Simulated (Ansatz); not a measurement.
# CoPtO2: single point

The task, for CoPtO2: 2 runs in a chain (single point).

Computed with Ansatz 0.2.0 (DFT PBE+U, spin-orbit coupling, plane waves, PAW, and further levels as typed in the inputs, unless a step's input says otherwise).

### 1 The structure to begin with

Symmetry: R-3m, No. 166, trigonal system. Conventional cell: a = 2.820 Å, b = 2.820 Å, c = 17.808 Å, α = 90.00°, β = 90.00°, γ = 120.00°. Co (site symmetry -3m) has 6 O at 1.89 Å as nearest neighbours. Pt (site symmetry -3m) is surrounded by 2 O at 2.00 Å. O (site symmetry 3m) is surrounded by 3 Co at 1.89 Å and 1 Pt at 2.00 Å.

Coordinates:

```
CELL_PARAMETERS angstrom
1.41000 0.81406 5.93600
-1.41000 0.81406 5.93600
0.00000 -1.62813 5.93600
ATOMIC_POSITIONS crystal
Co 0.50000 0.50000 0.50000
Pt 0.00000 0.00000 0.00000
O 0.88776 0.88776 0.88776
O 0.11224 0.11224 0.11224
```

### 2 Single point: CoPtO2

File input.yaml:

```yaml
crystal:
  lattice:
    - [1.41, 0.8140638796, 5.936]
    - [-1.41, 0.8140638796, 5.936]
    - [0.0, -1.6281277591, 5.936]
  atoms:
    - { symbol: Co, position: [0.5, 0.5, 0.5] }
    - { symbol: Pt, position: [0.0, 0.0, 0.0] }
    - { symbol: O, position: [0.88775597, 0.88775597, 0.88775597] }
    - { symbol: O, position: [0.11224403, 0.11224403, 0.11224403] }
scf:
  occupations: { method: gaussian, width: 0.03 }
output:
  eigenstates: { nscf_kmesh: { grid: [28, 28, 28] } }
hamiltonian:
  xc: pbe
  hubbard: { sites: [{ species: Co, l: d, u_eff: 3.0 }] }
kpoints:
  mp_grid: { grid: [14, 14, 14] }
magnetization:
  noncollinear: true
  spin_orbit: true
```

Run with:

```console
> ansatz run input.yaml --threads 4 --pin off --max-ram 14336MiB --backend cpu --events-out ev --progress --plain --runs-dir out
```

Output, shortened:

```text
Warning: RAYON_NUM_THREADS=4 ignored (pool sized by the plan → 4); use --threads N
[...]
Co: projections on atomic orbitals take those of the free atom [Ne] 3s2 3p6 3d7 4s2, of charge +0.00 (hamiltonian.pseudopotentials.projection_atoms); the dataset's partial waves leave at most 1.4e-9 of an orbital's norm unspanned inside its sphere
Pt: projections on atomic orbitals take those of the free atom [Kr 4d10 4f14] 5s2 5p6 5d9 6s1, of charge +0.00 (hamiltonian.pseudopotentials.projection_atoms); the dataset's partial waves leave at most 4.2e-6 of an orbital's norm unspanned inside its sphere
O: projections on atomic orbitals take those of the free atom [He] 2s2 2p4, of charge +0.00 (hamiltonian.pseudopotentials.projection_atoms); the dataset's partial waves leave at most 1.5e-11 of an orbital's norm unspanned inside its sphere
[...]
Pseudopotentials: kind: paw_fr
Pseudopotential: Co, paw_fr, valence charge 17, recommended cutoff 420 eV (normal), Co.paw.azcp#standard-fr
Pseudopotential: Pt, paw_fr, valence charge 18, recommended cutoff 420 eV (normal), Pt.paw.azcp#standard-fr
Pseudopotential: O, paw_fr, valence charge 6, recommended cutoff 420 eV (normal), O.paw.azcp#standard-fr
Functional definition: PBE
[...]
k-points: 288 of 2744
Projection manifold: j_resolved (fully-relativistic pseudo-atomic orbitals)
[...]
SCF iter   1: F=—  HF=-18820.894331 eV  |F-HF|=—  |Δ(HF+E_count)|=         —  Δρ=4.57e-1  dr2=1.04e2  dr2_m=0.00e0 (ungated)  ethr=3.10e-3  |M|=0.00e0 ∫|m|=0.00e0 μB  |m|>n=0.0e0 m-floor=0.0e0 τ_xc=0.0e0  β_m=0.30  ⟨swp⟩=7.6  Hψ=76733  notcnv=0  defer=49
[...]
spin=Noncollinear: Kerker preconditioning applied to the charge; magnetization (m_x, m_y, m_z) channels mix plain (no charge-response kernel on spin).
[...]
SCF iter  14: F=-18815.704629 eV  HF=-18815.704629 eV  |F-HF|=8.64e-9  |Δ(HF+E_count)|=   3.61e-8  Δρ=8.03e-6  dr2=1.93e-8  dr2_m=0.00e0 (ungated)  ethr=2.13e-10  |M|=0.00e0 ∫|m|=0.00e0 μB  |m|>n=0.0e0 m-floor=0.0e0 τ_xc=0.0e0  ⟨swp⟩=8.2  Hψ=57282  notcnv=0
[...]
NSCF: frozen V_eff on 2045 k-points
SCF converged after 14 iterations
Magnetization: |M| = 0.0000 μB,  M = (+0.0000, +0.0000, +0.0000) μB
Absolute magnetization: 0.0000 μB (∫|m|)
  site 0: m = (+0.0000, +0.0000, +0.0000) μB, |m| = 0.0000 μB  (R = 0.78 Å)
  site 1: m = (+0.0000, +0.0000, +0.0000) μB, |m| = 0.0000 μB  (R = 0.82 Å)
  site 2: m = (+0.0000, +0.0000, +0.0000) μB, |m| = 0.0000 μB  (R = 0.78 Å)
  site 3: m = (+0.0000, +0.0000, +0.0000) μB, |m| = 0.0000 μB  (R = 0.78 Å)
Free energy (F): -18815.704629 eV
[...]
E sigma→0 (E₀):  -18815.704233 eV
Entropy (-TS):   -0.000792 eV (-0.198 meV/atom)
Fermi energy:    16.983777 eV
[...]
--- Hubbard shell moments (per corrected site; Tr N, ν in electrons; μ in μ_B) ---
  shell 0: Tr N=7.3989  μ_S=(-0.0000, -0.0000, -0.0000)  μ_L=(+0.0000, +0.0000, -0.0000)  μ=(+0.0000, +0.0000, -0.0000)  ν=0.0551 (axis n/a)
--- Band table (eV; the first three rows and the last of 288) ---
[...]
Occupation matrices written to <dir>
```

It took 2.9 min on 4 threads of Intel Xeon 6975P-C (Granite Rapids), shared host; peak memory 7.1 GiB.

### 3 Single point: PBE+U with spin-orbit coupling (U: Co 5 eV)

Changes to input.yaml since step 2:

```diff
@@ -16,3 +16,3 @@
   xc: pbe
-  hubbard: { sites: [{ species: Co, l: d, u_eff: 3.0 }] }
+  hubbard: { sites: [{ species: Co, l: d, u_eff: 5.0 }] }
 kpoints:
```

Run with:

```console
> ansatz run input.yaml --threads 4 --pin off --max-ram 14336MiB --backend cpu --events-out ev --progress --plain --runs-dir out
```

Output, shortened:

```text
Warning: RAYON_NUM_THREADS=4 ignored (pool sized by the plan → 4); use --threads N
[...]
Co: projections on atomic orbitals take those of the free atom [Ne] 3s2 3p6 3d7 4s2, of charge +0.00 (hamiltonian.pseudopotentials.projection_atoms); the dataset's partial waves leave at most 1.4e-9 of an orbital's norm unspanned inside its sphere
Pt: projections on atomic orbitals take those of the free atom [Kr 4d10 4f14] 5s2 5p6 5d9 6s1, of charge +0.00 (hamiltonian.pseudopotentials.projection_atoms); the dataset's partial waves leave at most 4.2e-6 of an orbital's norm unspanned inside its sphere
O: projections on atomic orbitals take those of the free atom [He] 2s2 2p4, of charge +0.00 (hamiltonian.pseudopotentials.projection_atoms); the dataset's partial waves leave at most 1.5e-11 of an orbital's norm unspanned inside its sphere
[...]
[... 1 set-up line as earlier in the session ...]
[...]
NSCF: frozen V_eff on 2045 k-points
SCF converged after 14 iterations
Magnetization: |M| = 0.0000 μB,  M = (+0.0000, +0.0000, +0.0000) μB
Absolute magnetization: 0.0000 μB (∫|m|)
  site 0: m = (+0.0000, +0.0000, +0.0000) μB, |m| = 0.0000 μB  (R = 0.78 Å)
  site 1: m = (+0.0000, +0.0000, +0.0000) μB, |m| = 0.0000 μB  (R = 0.82 Å)
  site 2: m = (+0.0000, +0.0000, +0.0000) μB, |m| = 0.0000 μB  (R = 0.78 Å)
  site 3: m = (+0.0000, +0.0000, +0.0000) μB, |m| = 0.0000 μB  (R = 0.78 Å)
Free energy (F): -18814.720982 eV
[...]
E sigma→0 (E₀):  -18814.720565 eV
Entropy (-TS):   -0.000835 eV (-0.209 meV/atom)
Fermi energy:    17.022363 eV
[...]
--- Hubbard shell moments (per corrected site; Tr N, ν in electrons; μ in μ_B) ---
  shell 0: Tr N=7.3647  μ_S=(-0.0000, -0.0000, -0.0000)  μ_L=(+0.0000, +0.0000, +0.0000)  μ=(+0.0000, +0.0000, -0.0000)  ν=0.0581 along (-0.000, +0.000, +1.000)
--- Band table (eV; the first three rows and the last of 288) ---
[...]
Occupation matrices written to <dir>
```

Wall time 2.8 min (4 threads of Intel Xeon 6975P-C (Granite Rapids), shared host); peak memory 7 GiB.

### 4 The runs side by side

```
step                                        level  volume (Å³/atom)  pressure (GPa)  energy (eV)  gap on the mesh (eV)     time
   2  PBE+U with spin-orbit coupling (U: Co 3 eV)             10.22             n/a   -18815.704                  0.00  2.9 min
   3  PBE+U with spin-orbit coupling (U: Co 5 eV)             10.22             n/a   -18814.721                  0.00  2.8 min
```

Totals of different systems or levels have different zeros; only balanced differences at one level mean anything.

**Reading.** The rows set the runs side by side; convergence of the settings was not tested in this session.
